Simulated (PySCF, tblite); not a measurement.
# C₄H₈FNSi₂: geometry, infrared bands and NMR shifts

Wanted: the infrared bands and NMR shifts of C₄H₈FNSi₂ (`C=C[C@](F)([SiH3])[SiH2]C#N`), by calculation.

The runs use tblite 0.8.0 and PySCF 2.14.0, with density-fitted response routines of our own; the level of theory stands in each step. All values are computed, except where a source is named. Atoms count from 0, in the outputs and in this text.

## 1. The starting structure

16 atoms, charge 0, multiplicity 1; geometry from: force field or distance geometry start.

Bonds of the start (Å): C0–C1 1.33, C1–C2 1.53, C2–F3 1.37, C2–Si4 1.88, C2–Si5 1.87, Si5–C6 1.88, C6–N7 1.16, C0–H8 1.09, C0–H9 1.10, C1–H10 1.09, Si4–H11 1.49, Si4–H12 1.49, Si4–H13 1.50, Si5–H14 1.50, Si5–H15 1.50.

## 2. Optimising the geometry with GFN2-xTB

The job: settings as JSON, then the geometry in Å.

```
{"job": {"kind": "relax", "xc": "GFN2-xTB", "basis": "xTB"}, "charge": 0, "multiplicity": 1}
C     -2.173300    -1.401500    -0.039300
C     -0.988700    -0.833600    -0.270400
C     -0.354100     0.232800     0.620100
F     -1.232400     0.578400     1.616600
Si     0.068700     1.828800    -0.277800
Si     1.257900    -0.259200     1.438600
C      2.527600    -0.842400     0.175700
N      3.295100    -1.196600    -0.617000
H     -2.571900    -2.162900    -0.704300
H     -2.802900    -1.111700     0.813600
H     -0.426500    -1.173400    -1.137700
H     -1.136500     2.427700    -0.920600
H      0.650400     2.851100     0.637000
H      1.057300     1.568800    -1.371600
H      1.819900     0.862200     2.267200
H      1.001800    -1.359500     2.426300
```

Launch:

```bash
$ OMP_NUM_THREADS=1 python probes_run.py task.json out
```

One launch serves the whole session: the jobs run in the order shown.

**Question.** This job is followed by: GFN2-xTB harmonic vibrations, gas phase; GIAO PBE0/pcSseg-1 NMR shielding, non-relativistic, gas phase. Predict these results of the whole session: strongest single infrared mode (GFN2-xTB); zero-point energy (GFN2-xTB); 13C shifts against TMS (PBE0/pcSseg-1); 1H shifts against TMS (PBE0/pcSseg-1, means over atoms taken as alike); 19F shifts against CFCl3 (PBE0/pcSseg-1); 29Si shifts against TMS (PBE0/pcSseg-1); 15N shifts against NH3 (PBE0/pcSseg-1).

**Answer**, as computed:

| quantity | value |
| --- | --- |
| strongest single infrared mode (GFN2-xTB) | 2292 cm⁻¹, 437 km/mol |
| zero-point energy (GFN2-xTB) | 62.0 kcal/mol |
| 13C shifts against TMS (PBE0/pcSseg-1) | 143.2, 123.3, 115.4, 98.4 ppm |
| 1H shifts against TMS (PBE0/pcSseg-1, means over atoms taken as alike) | 6.56, 5.71, 5.59, 4.66, 4.35, 4.20 ppm |
| 19F shifts against CFCl3 (PBE0/pcSseg-1) | -254.7 ppm |
| 29Si shifts against TMS (PBE0/pcSseg-1) | -63.4, -69.3 ppm |
| 15N shifts against NH3 (PBE0/pcSseg-1) | 370.7 ppm |

What this shows: The optimisation took 56 steps and gained 0.371 eV; among the close pairs (by a distance rule), C2–Si4 changed most, from 1.879 to 1.935 Å. All 42 modes are real, so the xTB geometry is a minimum. The strongest single mode, at 2292 cm⁻¹, moves mainly H12. Unscaled tight-binding wavenumbers are off by several per cent, some by more. Its intensities can rank the bands wrongly. The most deshielded carbon is C1 (alkene CH), at 143.2 ppm: the olefinic region. The most deshielded hydrogen is H10 (hydrogen on an alkene CH), at 6.56 ppm: olefinic region. At PBE0/pcSseg-1: The largest span, 598 ppm, is at N7, where the paramagnetic term is -441 ppm.
